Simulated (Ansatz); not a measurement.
**GeCN (doublet): the correlation ladder at a displaced geometry (v2), cc-pVDZ**

How much of the correlation energy of GeCN (doublet) does each wave-function method recover here?

Computed with Ansatz 0.2.0, Gaussian basis. Level: cc-pVDZ, core rule «outside noble gas», up to 16 orbitals frozen.

To be run: UHF; CCSD(T) on ROHF; CCSD(T) on UHF; BCCD(T) on ROHF; CISD; CCSDT(Q) on ROHF; CCSDT(Q) on UHF.

24 further runs of the same task are left out: 6 for a known fault of the program, 7 that didn't finish, 11 set aside as unsound or not needed.

## 1. The geometry

The geometry is a PBE0/def2-TZVP stationary point (not a proven minimum) with its atoms shifted at random (size 0.100 Å). No spin-orbit coupling is included. The filled d shell of Ge may be among the frozen orbitals whatever the setting's name suggests; the logs give the count.

3 atoms, charge 0, spin multiplicity 2.

Atoms are counted from 1 here; the program's logs count them from 0.

Bond lengths: C1–N2 1.203 Å, N2–Ge3 1.853 Å. Angles: C1–N2–Ge3 169.7°.

## 2. UHF

Input file in.yaml:

```yaml
crystal:
  periodic: [false, false, false]
  atoms:
    - {symbol: C, position_ang: [0.084376, 0.005225, -1.411469]}
    - {symbol: N, position_ang: [-0.080498, 0.013599, -0.219975]}
    - {symbol: Ge, position_ang: [-0.003878, -0.018825, 1.631444]}
basis:
  gaussian: {orbitals: cc-pVDZ}
magnetization: {spin_polarized: true, initial_magnetization: 1}
hamiltonian: {xc: hf}
output: {orbitals: {seedname: orbitals}}
```

Launch:

```console
ansatz run in.yaml --threads 1 --pin off --events-out ev --progress --plain --max-ram 2393MiB
```

After this run come: CCSD(T) on ROHF; CCSD(T) on UHF; BCCD(T) on ROHF; CISD; CCSDT(Q) on ROHF; CCSDT(Q) on UHF.

Before running them: what should the planned runs give, taken together? Wanted: UCCSDT(Q) below the RHF energy; RMP2 from UCCSDT(Q); UMP2 from UCCSDT(Q); RCCSD from UCCSDT(Q); RCCSD(T) from UCCSDT(Q); UCCSD(T) from UCCSDT(Q); RCCSDT(Q) from UCCSDT(Q); T1 diagnostic.

The runs gave:

```
                         quantity                      value
   UCCSDT(Q) below the RHF energy                 -9.7942 eV
              RMP2 from UCCSDT(Q)                +1053.5 meV
              UMP2 from UCCSDT(Q)                +1084.8 meV
             RCCSD from UCCSDT(Q)                 +476.8 meV
          RCCSD(T) from UCCSDT(Q)                  +59.7 meV
          UCCSD(T) from UCCSDT(Q)                  +58.7 meV
         RCCSDT(Q) from UCCSDT(Q)                   +6.4 meV
levels within 1 kcal/mol (43 meV)  RCCSDT, UCCSDT, RCCSDT(Q)
                    T1 diagnostic                      0.022
```

RCCSD(T) lands +59.7 meV from the yardstick (0.6 % of the correlation energy). These misses are within one basis, not against nature; the frozen cores of restricted and unrestricted runs differ, which can shift their rows.
